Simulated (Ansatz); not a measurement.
**CH5F2MoNO2: one species, many methods**

One table from this session's results is given with a row withheld; the runs are named, their logs left out.

Method: functionals in def2-TZVPP, the program's frozen cores in correlated methods; program: Ansatz 0.2.0, Gaussian basis.

Levels to be run: LDA (SPW92), PBE-D4, revPBE-D4, BLYP-D4, r2SCAN-D4, B97M-V, PBE0-D4, B3LYP-D4, r2SCANh-D4, r2SCAN0-D4, HSE06-D4, BHLYP-D4, CAM-B3LYP-D4, LC-ωPBE, ωB97X-V, ωB97M-V, B2PLYP, PBE-QIDH; CCSD(T)/def2-SVP; MP2/def2-TZVPP; MP2/def2-QZVPP; RPA on PBE.

**Structure used throughout**

An earlier PBE0-D4 in a triple-zeta def2 set relaxation fixed the geometry. Mo takes the def2 core potential; no spin-orbit term is included.

12 atoms, charge 0, spin multiplicity 1.

Atoms are counted from 1 here; the program's logs count them from 0.

Bond lengths: C1–N2 1.414 Å, C1–H8 1.094 Å, C1–H9 1.094 Å, C1–H10 1.095 Å, N2–Mo3 1.687 Å, Mo3–O4 1.868 Å, Mo3–O5 1.895 Å, Mo3–F6 1.906 Å, Mo3–F7 1.860 Å, O4–H11 0.960 Å, O5–H12 0.962 Å. Angles: N2–C1–H8 110.2°, N2–C1–H9 110.3°, N2–C1–H10 109.5°, H8–C1–H9 109.0°, H8–C1–H10 108.9°, H9–C1–H10 108.9°, C1–N2–Mo3 167.6°, N2–Mo3–O4 109.0°, N2–Mo3–O5 112.8°, N2–Mo3–F6 96.4°, N2–Mo3–F7 101.9°, O4–Mo3–O5 137.7°, O4–Mo3–F6 87.6°, O4–Mo3–F7 92.7°, O5–Mo3–F6 81.5°, O5–Mo3–F7 85.1°, F6–Mo3–F7 160.4°, Mo3–O4–H11 124.8° and more.

The first run:

Input file in.yaml:

```yaml
crystal:
  periodic: [false, false, false]
  atoms:
    - {symbol: C, position_ang: [0.430795, -0.806160, 1.857404]}
    - {symbol: N, position_ang: [0.197532, -0.453620, 0.508156]}
    - {symbol: Mo, position_ang: [-0.015954, 0.304672, -0.984133]}
    - {symbol: O, position_ang: [-1.026492, -0.809197, -2.091730]}
    - {symbol: O, position_ang: [0.634650, 2.084113, -1.002463]}
    - {symbol: F, position_ang: [-1.638326, 1.201219, -0.538330]}
    - {symbol: F, position_ang: [1.570546, -0.115726, -1.859914]}
    - {symbol: H, position_ang: [0.477440, -1.893930, 1.960811]}
    - {symbol: H, position_ang: [1.373222, -0.373873, 2.205924]}
    - {symbol: H, position_ang: [-0.385029, -0.425736, 2.480743]}
    - {symbol: H, position_ang: [-1.568721, -1.539847, -1.785379]}
    - {symbol: H, position_ang: [0.027335, 2.772785, -0.716988]}
basis:
  gaussian: {orbitals: def2-TZVPP}
hamiltonian: {xc: lda}
output: {orbitals: {seedname: orbitals}}
```

Launch:

```sh
> ansatz run in.yaml --threads 4 --pin off --events-out ev --progress --plain --max-ram 11315MiB
```

Among the steps run: LDA; PBE-D4 (GGA); revPBE-D4 (GGA); BLYP-D4 (GGA); r2SCAN-D4 (meta-GGA); B97M-V (meta-GGA); PBE0-D4 (hybrid); B3LYP-D4 (hybrid); r2SCANh-D4 (hybrid); r2SCAN0-D4 (hybrid); HSE06-D4 (hybrid); BHLYP-D4 (hybrid); CAM-B3LYP-D4 (range-separated); LC-ωPBE (range-separated); ωB97X-V (range-separated); ωB97M-V (range-separated); B2PLYP (double hybrid); PBE-QIDH (double hybrid).

One of the session's tables, all rows but one given; the rest of the session is left out.

It belongs to the step «Orbital energies across the functionals». 

```
  functional  HOMO (eV)  LUMO (eV)  gap (eV)
 LDA (SPW92)      -7.22      -4.02      3.20
      PBE-D4      -7.03      -3.79      3.23
   revPBE-D4      -6.95      -3.71      3.25
     BLYP-D4      -6.93      -3.72      3.21
   r2SCAN-D4      -7.37      -3.81      3.56
      B97M-V      -7.45      -3.79      3.66
     PBE0-D4      -8.54      -3.06      5.48
    B3LYP-D4      -8.31      -3.31      5.00
  r2SCANh-D4      -7.93      -3.52      4.42
  r2SCAN0-D4      -8.78      -3.06      5.72
    HSE06-D4      -8.14      -3.44      4.69
    BHLYP-D4      -9.97      -2.14      7.83
CAM-B3LYP-D4      -9.95      -1.97      7.98
     LC-ωPBE     -11.25      -0.76     10.50
     ωB97X-V          ?          ?         ?
     ωB97M-V     -10.84      -0.86      9.98
```

Estimate the missing values for ωB97X-V.

As computed: HOMO (eV): -10.91; LUMO (eV): -0.84; gap (eV): 10.07. In the column «HOMO (eV)» it lies between LC-ωPBE (-11.25) and ωB97M-V (-10.84).
